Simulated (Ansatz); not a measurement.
A nudged elastic band was laid between two geometries of a periodic cell of 17 atoms, Si (host Si, host structure diamond, interstitial Si).

Computed with Ansatz 0.2.0, DFT PBE, scalar-relativistic, plane waves, PAW. Settings: PAW set soft_1, cutoff 420 eV, k mesh 2x2x2, gaussian smearing 0.02 eV, no spin polarisation.

```yaml
movable_images: 3
climbing_image: yes
spring: 5.0 eV/Å²
optimiser: quadratic models (default)
start_path: IDPP
force_threshold: 0.03 eV/Å
iteration_limit: 80
end_points: relaxed
```

Image 0:

```xyz
17
Lattice="0.0000 5.4300 5.4300 5.4300 0.0000 5.4300 5.4300 5.4300 0.0000" Properties=species:S:1:pos:R:3
Si -0.032 -0.001 0.003
Si 1.335 1.378 1.386
Si 2.715 2.745 0.003
Si 4.076 4.067 1.365
Si 2.715 -0.001 2.756
Si 4.080 1.362 4.072
Si 5.430 2.714 2.717
Si 6.781 4.064 4.074
Si -0.001 2.714 2.717
Si 1.334 4.047 4.051
Si 2.715 5.429 2.685
Si 4.095 6.809 4.052
Si 2.715 2.680 5.433
Si 4.093 4.049 6.815
Si 5.461 5.429 5.433
Si 6.783 6.789 6.796
Si 2.714 5.428 5.434
```

Image 4:

Only the atoms that move by more than 0.05 Å are listed.
```
Si17 4.061 4.067 4.068
```

What changes between the two ends?

Contacts lost: Si2–Si17. Contacts made: Si7–Si17. The atom that moves furthest is Si17, by 2.35 Å.

Give the energies along the band, and the barrier.

The forces met the threshold. The highest image is number 2 of 0 to 4, 0.30 eV above the ends, which have the same energy within 2 meV. By the program's own check the climbing image is of a kind that is not told: the force calls were inconclusive, a negative curvature could not be distinguished from the path's own, the only one lies far off the path, or fixed occupations may fill a level only in part (lowest curvatures found: -0.32 and 0.68 eV/Å²). Limits of this set-up: coarse k mesh.

```csv
image,path coordinate (Å),energy (eV),Si2–Si17 (Å),Si7–Si17 (Å)
0,0.00,0.00,2.39,4.70
1,0.76,0.20,2.52,4.02
2,1.52,0.30,3.13,3.13
3,2.28,0.20,4.02,2.53
4,3.04,0.00,4.69,2.39
```

What is the geometry of the highest image?


```xyz
17
Lattice="0.0000 5.4300 5.4300 5.4300 0.0000 5.4300 5.4300 5.4300 0.0000" Properties=species:S:1:pos:R:3:forces:R:3
Si -0.027 -0.072 -0.069 0.00 0.00 0.00
Si 1.582 1.128 1.131 0.00 0.00 0.00
Si 2.782 2.737 -0.069 0.00 0.00 0.00
Si 4.000 4.140 1.334 0.00 0.00 0.00
Si 2.782 -0.072 2.740 0.00 0.00 0.00
Si 4.000 1.331 4.143 0.00 0.00 0.00
Si 5.199 2.941 2.944 0.00 0.00 0.00
Si 6.809 4.140 4.143 0.00 0.00 0.00
Si 0.208 2.502 2.505 0.00 0.00 0.00
Si 1.251 3.979 3.982 0.00 0.00 0.00
Si 2.621 5.520 2.612 0.00 0.00 0.00
Si 4.161 6.890 3.982 0.00 0.00 0.00
Si 2.621 2.609 5.522 0.00 0.00 0.00
Si 4.161 3.979 6.892 0.00 0.00 0.00
Si 5.531 5.520 5.522 0.00 0.00 0.00
Si 6.573 6.997 7.000 0.00 0.00 0.00
Si 3.391 4.749 4.752 0.00 0.00 0.00
```

The run took 7.9 min on 1 thread of AMD EPYC 9R45 96-Core Processor (Zen 5), with other jobs on the host, peak memory 0.81 GiB.
